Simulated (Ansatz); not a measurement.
# Ir: the cost of one run

Program: Ansatz 0.2.0 through its Python package. Level of theory: DFT LDA, plane waves, PAW. These are calculated values, not measurements.

This is Ir in the hcp structure; at room conditions it is fcc.

**1. The system**

It takes space group P6_3/mmc (No. 194, hexagonal). Conventional cell: a = 2.751 Å, b = 2.751 Å, c = 4.462 Å, α = 90.00°, β = 90.00°, γ = 120.00°. Ir (site symmetry -6m2) has 12 Ir at 2.74 to 2.75 Å as nearest neighbours.

The script holds or builds the structure itself.

**2. The script**

Input file ecut.py:

```python
"""Cutoff test for Ir."""

from dataclasses import dataclass
import warnings

import ansatz as az
from tabulate import tabulate


@dataclass(frozen=True)
class Options:
    filling: str = "Fermi-Dirac"
    width_ev: float = 0.15
    mesh: tuple[int, ...] = (14, 14, 8)


settings = Options()

warnings.simplefilter("ignore", az.DeckWarning)

cell = (
    az.Lattice.from_parameters(2.751378, 2.751378, 4.46229, alpha=90.0, beta=90.0, gamma=120.0)
    .atom("Ir", [2 / 3, 1 / 3, 0.75])
    .atom("Ir", [1 / 3, 2 / 3, 0.25])
)

base = (
    cell.calculation()
    .functional(az.Functional.LDA)
    .occupations(settings.filling, width=settings.width_ev)
    .kpoints(*settings.mesh)
)

rows = []
for value in [250, 325, 400, 475]:
    r = base.basis(value).run(threads=1, backend="cpu").report
    rows.append((value, r["free_energy_ev"] / len(r["lattice"]["sites"]), r["n_iterations"], r["n_pw"]))

print(tabulate(rows, headers=["cutoff (eV)", "F/atom (eV)", "iterations", "plane waves"], floatfmt=".4f", tablefmt="github"))

# the last row is the reference
for row in rows[:-1]:
    shift = 1000 * (row[1] - rows[-1][1])
    print(f"{row[0]}: {shift:+.2f} meV/atom" + ("  (within 2 meV)" if abs(shift) < 2 else ""))
```

**3. What the engine is handed**

The package turns the script's settings into the engine's input (first run):

```yaml
crystal:
  lattice:
    a: 2.751378
    b: 2.751378
    c: 4.46229
    alpha: 90.0
    beta: 90.0
    gamma: 120.0
  atoms:
    - { symbol: Ir, position: [0.6666666666666666, 0.3333333333333333, 0.75] }
    - { symbol: Ir, position: [0.3333333333333333, 0.6666666666666666, 0.25] }
basis:
  ecutwfc: 250.0
kpoints:
  mp_grid:
    grid: [14, 14, 8]
hamiltonian:
  xc: lda
scf:
  occupations:
    method: fermi_dirac
    width: 0.15
```

**4. Running it**

Launch:

```console
python ecut.py
```

Q: Estimate wall time and peak memory on 1 thread of Arm Neoverse V1, shared host.

About 10 s, with a peak of 0.39 GiB.
